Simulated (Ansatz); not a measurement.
From input file to script: ZnAg (distorted cell) in Ansatz 0.2.0.

```yaml
crystal:
  lattice: { a: 2.772445, b: 2.793964, c: 4.532155, alpha: 89.04993, beta: 90.11361, gamma: 112.02415 }
  atoms:
    - { symbol: Zn, position: [0.4958, 0.51017, 0.51375] }
    - { symbol: Ag, position: [0.97866, 0.00177, 0.00806] }
kpoints:
  mp_grid: { grid: [6, 6, 3] }
hamiltonian:
  xc: pbesol
scf:
  occupations: { method: fermi_dirac, width: 0.1 }
output:
  write_density: true
  write_potential: true
  volumetric_format: npy
  elf: true
  stress: true
```

On the command line:
```console
$ ansatz run input.yaml --threads 1 --pin off --max-ram 3072MiB --backend cpu --events-out ev --progress --plain --runs-dir out
Engine: ansatz 0.2.0, x86_64-unknown-linux-gnu
Pseudopotentials: kind: paw
Pseudopotential: Zn, paw, valence charge 12, recommended cutoff 420 eV (normal), Zn.paw.azcp
Pseudopotential: Ag, paw, valence charge 19, recommended cutoff 420 eV (normal), Ag.paw.azcp
Functional definition: PBEsol
  exchange = pbesol_x
  correlation = pbesol_c
Crystal: 2 atoms, lattice volume = 32.540 Å³
Basis set: ecut = 420 eV, 629 PW (Γ)
Bands: 20, of which v1, the nominal top of the filled ones, is band 16 counted from 1 (15 counted from 0)
Symmetry: 1 space group operations
Space group: P1 (ITA 1), of the structure as read, at distance tolerance 3.2e-5 Å
k-points: 56 of 108 (time reversal used)
Non-local potential: Zn, projectors of the file, l = 0: 2, l = 1: 2, l = 2: 3, l = 3: 1
Non-local potential: Ag, projectors of the file, l = 0: 3, l = 1: 2, l = 2: 2, l = 3: 1
PAW form: soft (Blöchl's): semilocal exchange-correlation on the pseudo side does not see the compensation charge
PAW frozen core: Zn, regenerated for the run's functional, and the local potential with it (the file was generated under x = pbe(κ = 0.804, μ = 0.2195149727645171), c = pbe(β = 0.06672455060314922))
PAW frozen core: Ag, regenerated for the run's functional, and the local potential with it (the file was generated under x = pbe(κ = 0.804, μ = 0.2195149727645171), c = pbe(β = 0.06672455060314922))
PAW one-centre angular grid: Zn, 590 points (default); XC on 64 Gauss nodes
PAW one-centre angular grid: Ag, 590 points (default); XC on 64 Gauss nodes
Initial density: superposition of atomic densities (neutral atoms: chi_scale 0, normalization atom), corrected by the library's trained network
Initial wavefunctions: pseudopotential atomic-orbital guess
Functional: x = pbesol(κ = 0.804, μ = 0.12345679012345678), c = pbesol(β = 0.046)
SCF iter   1: F=—  HF=-10803.194106 eV  |F-HF|=—  |Δ(HF+E_count)|=         —  Δρ=7.43e-3  dr2=1.48e-2  ethr=1.77e-3  ⟨swp⟩=5.1  Hψ=4694  notcnv=0
preconditioner: auto → none  [metal: Δε(μ)=0.072 eV  Ē_g=12.418 eV  σ=0.100 eV  W_gap=0.17  n_scr=6 (ndim 8)  ℏωp=31.2 eV  f_vac=0.000  D(μ)=0.99/eV (n_scr^D=2)  sad-step TF]
SCF iter   2: F=—  HF=-10803.190848 eV  |F-HF|=—  |Δ(HF+E_count)|=   3.26e-3  Δρ=1.62e-3  dr2=6.89e-4  ethr=4.79e-5  ⟨swp⟩=2.8  Hψ=2480  notcnv=0
SCF iter   3: F=—  HF=-10803.190702 eV  |F-HF|=—  |Δ(HF+E_count)|=   1.47e-4  Δρ=1.39e-3  dr2=4.64e-4  ethr=2.22e-6  ⟨swp⟩=2.0  Hψ=1766  notcnv=0
SCF iter   4: F=—  HF=-10803.190586 eV  |F-HF|=—  |Δ(HF+E_count)|=   1.16e-4  Δρ=3.73e-4  dr2=2.37e-5  ethr=1.50e-6  ⟨swp⟩=2.0  Hψ=1737  notcnv=0
SCF iter   5: F=—  HF=-10803.190577 eV  |F-HF|=—  |Δ(HF+E_count)|=   8.74e-6  Δρ=1.54e-4  dr2=2.42e-6  ethr=7.65e-8  ⟨swp⟩=2.2  Hψ=1778  notcnv=0
SCF iter   6: F=—  HF=-10803.190577 eV  |F-HF|=—  |Δ(HF+E_count)|=   3.26e-7  Δρ=3.94e-5  dr2=2.36e-7  ethr=7.81e-9  ⟨swp⟩=2.0  Hψ=1758  notcnv=0
SCF iter   7: F=-10803.190577 eV  HF=-10803.190577 eV  |F-HF|=2.47e-9  |Δ(HF+E_count)|=   8.15e-8  Δρ=5.31e-6  dr2=5.71e-9  ethr=3.23e-10  ⟨swp⟩=7.5  Hψ=6612  notcnv=0
SCF 1 converged in 7 iterations: F = -10803.190577 eV  dr2 = 5.71e-9
  greatest PAW one-centre occupation: 1.001 electrons in one spin orbital (limit 2), on the Ag atom at site 1 (counted from 0), in its partial waves of l = 0
SCF converged after 7 iterations
Free energy (F): -10803.190577 eV
Harris-Foulkes:  -10803.190577 eV  (|F-HF|=2.47e-9)
Internal energy: -10803.160407 eV  (E = F + TS)
E sigma→0 (E₀):  -10803.175492 eV
Entropy (-TS):   -0.030171 eV (-15.085 meV/atom)
Fermi energy:    14.279042 eV
--- Per-component energies (eV) ---
  E_band       = -213.239841
  E_kinetic    = 657.426593
  E_local      = -3905.005884  (includes V_loc(G=0)·N_el)
  E_nonlocal   = 695.123718
  E_hartree    = 1714.901150
  E_xc         = -319.430579
  E_vxc        = -286.941770  (∫ρ·V_xc dr)
  E_paw        = -5623.211850  (= ΣΔE_a)
  E_vpaw       = -803.645226  (= ΣTr[D̂ρ^β])
  E_aug_tail   = -0.000089  (compensation charges beyond the density's cutoff)
  E_ewald      = -4024.083560
  E_core_change = 1.120094  (= ΣΔE_core)
  E_smearing   = -0.030171  (= −TS)
  E_closure    = 0.000000  (closes the sum)
  Σ components = -10803.190577   (vs F -10803.190577, Δ=0.00e0)
--- Stress (GPa, compression-positive) ---
       -4.261809      -0.461735       0.112258
       -0.461735      -5.822882       0.203063
        0.112258       0.203063      -5.977018
  P = ⅓ Tr σ = -5.3539 GPa (-53.539 kbar)
--- Band table (eV; the first three rows and the last of 56) ---
  k-point 0: bands = ["-78.1565", "-41.6801", "-41.5927", "-41.5323", "4.9182", "6.3836", "6.5989", "6.9502", "6.9740", "7.1895", "8.1564", "8.5737", "9.8924", "10.1796", "10.3278", "12.6376", "15.7678", "26.6322", "27.2419", "31.0711"]
  k-point 1: bands = ["-78.1565", "-41.6803", "-41.5927", "-41.5324", "5.6771", "6.5659", "6.6157", "7.0099", "7.0497", "7.1870", "7.8368", "8.5518", "9.6310", "9.8837", "10.0071", "10.3165", "20.5126", "27.5953", "27.8249", "28.2140"]
  k-point 2: bands = ["-78.1538", "-41.6767", "-41.6142", "-41.5475", "5.5614", "6.5154", "6.6555", "6.8968", "7.0169", "7.1405", "8.2677", "8.8109", "9.4282", "9.9803", "10.2360", "14.0679", "16.0428", "22.2124", "26.6790", "29.5118"]
  k-point 55: bands = ["-78.1369", "-41.7062", "-41.6650", "-41.6497", "6.3710", "6.5674", "6.8619", "6.9178", "7.4012", "7.9040", "8.3499", "9.4459", "9.7938", "11.1585", "13.9313", "14.6480", "17.1398", "17.9805", "21.3331", "24.5077"]
```

`scf_znag.py`
```python
# -*- coding: utf-8 -*-
"""Single point of ZnAg with displaced atoms."""

from pathlib import Path
import warnings

import ansatz as az
import numpy as np

warnings.simplefilter("ignore", az.DeckWarning)

crystal = (
    az.Lattice.from_parameters(2.772445, 2.793964, 4.532155, alpha=89.04993, beta=90.11361, gamma=112.02415)
    .atom("Zn", (0.4958, 0.51017, 0.51375))
    .atom("Ag", (0.97866, 0.00177, 0.00806))
)

# the calculation
model = (
    crystal.calculation()
    .kpoints(6, 6, 3)
    .functional(az.Functional.PBESOL)
    .occupations("fermi_dirac", width=0.1)
    .compute(density=True, potential=True, electron_localization_function=True, output_files={"volumetric_format": "npy"}, stress=True)
)
history = []
done = model.session().plan().execute(on_event=lambda event: history.append(event["data"]["dr2_ev"]) if event["event"] == "scf_iter" else None)
rep = done.report
print("density residual by iteration (eV):", " ".join(f"{value:.1e}" for value in history[:40]))

print("%-22s %14.5f eV" % ("F = E - TS", rep["free_energy_ev"]))
print("%-22s %14.5f eV" % ("E", rep["internal_energy_ev"]))
print("%-22s %14.5f eV" % ("Harris-Foulkes", rep["harris_foulkes_ev"]))
print("%-22s %14.5f eV" % ("Fermi level", rep["fermi_energy_ev"]))

print("doubts on the final state:", rep["published_state_doubts"] or "none")
print("warnings:", sorted({n["data"]["kind"] for n in done.notices if n["data"].get("severity") in ("warning", "doubt")}) or "none")

folder = Path(done.write_results("fields"))
print("densities in e/A^3, potentials in eV, ELF without unit")
for name in sorted(p.name for p in folder.glob("*.npy")):
    field = np.load(folder / name)
    print(f"{name:16s} {str(field.shape):16s} min {field.min():10.4f}  mean {field.mean():10.4f}  max {field.max():10.4f}")

# principal values and the von Mises stress of the deviator
principal = np.linalg.eigvalsh(np.array(rep["stress_gpa"]))
mises = np.sqrt(0.5 * sum((principal[i] - principal[i - 1]) ** 2 for i in range(3)))
print("principal stresses (GPa, compression positive):", np.round(principal, 3))
print(f"mean {principal.mean():.3f} GPa, von Mises {mises:.3f} GPa, PV = {principal.mean() * rep['setup']['cell_volume_ang3'] / 160.21766:.4f} eV")
```

Output of `python scf_znag.py`:
```text
density residual by iteration (eV): 1.5e-02 6.9e-04 4.6e-04 2.4e-05 2.4e-06 2.4e-07 5.7e-09
F = E - TS               -10803.19058 eV
E                        -10803.16041 eV
Harris-Foulkes           -10803.19058 eV
Fermi level                  14.27904 eV
doubts on the final state: none
warnings: none
densities in e/A^3, potentials in eV, ELF without unit
elf.npy          (20, 20, 32)     min     0.0000  mean     0.2374  max     0.8618
rho.npy          (20, 20, 32)     min     0.1272  mean     0.9527  max    43.3704
v_es.npy         (20, 20, 32)     min   -36.0349  mean     7.9681  max    16.6293
v_tot.npy        (20, 20, 32)     min   -66.9145  mean    -3.8339  max     8.0028
principal stresses (GPa, compression positive): [-6.19  -5.738 -4.134]
mean -5.354 GPa, von Mises 1.871 GPa, PV = -1.0874 eV
```

What to keep in mind:
- Total energies depend on the potentials; only differences at equal settings carry meaning. A total without «per atom» is that of the cell as typed.
- The mesh is modest for a metal, so energies can be off by several to tens of meV an atom and pressures by half a GPa or more; differences at equal mesh fare better.
- An absolute Fermi energy rests on an arbitrary zero of the periodic potential and has no direct meaning.
- The fields are valence quantities on the plane-wave grid; their values near the nuclei depend on the potentials.
- The cell is a database structure, distorted on purpose.
- It ran for 5.1 s on 1 thread of Intel(R) Xeon(R) Platinum 8488C (Sapphire Rapids), on a shared host, peak memory 0.43 GiB.

(Lines on the test bed's own set-up are left out of the output.)
